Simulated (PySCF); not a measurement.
# C7H4ClNSe: the cost of one run

Programs: PySCF 2.14.0, with routines of our own; each step states its level. All values are computed. Atoms count from 0.

### Step 1. The starting structure

14 atoms, charge 0, multiplicity 1; geometry from: GFN2-xTB.

### Step 2. Geometry optimisation at PBE0-D3(BJ)/def2-SVP

Job settings and geometry (Å):

```
{"job": {"xc": "PBE0", "basis": "def2-SVP", "d3": "d3bj", "grid": 1, "maxiter": 30, "shake": 0.01, "kind": "geom"}, "charge": 0, "multiplicity": 1}
N      3.918790     1.321290    -0.703890
C      3.336090     0.368410    -0.469650
Se     2.487720    -1.197580    -0.098520
C      0.731170    -0.534810     0.006720
C     -0.297130    -1.471360     0.290960
C     -1.616070    -1.055330     0.385410
C     -1.919990     0.272610     0.181380
Cl    -3.558750     0.791210     0.283780
C     -0.942220     1.207520    -0.091150
C      0.375910     0.794250    -0.186690
H     -0.046160    -2.505730     0.469860
H     -2.382650    -1.772760     0.621050
H     -1.227280     2.247100    -0.279770
H      1.133420     1.520100    -0.417250
```

On the command line:

```console
> OMP_NUM_THREADS=1 python heavy_run.py task.json out
```

This one command runs all jobs of the session in turn.

Q: Estimate the wall time and peak memory of this first job on 1 thread of Arm Neoverse V2, shared host.

About 3 min, with a peak of 0.84 GiB.
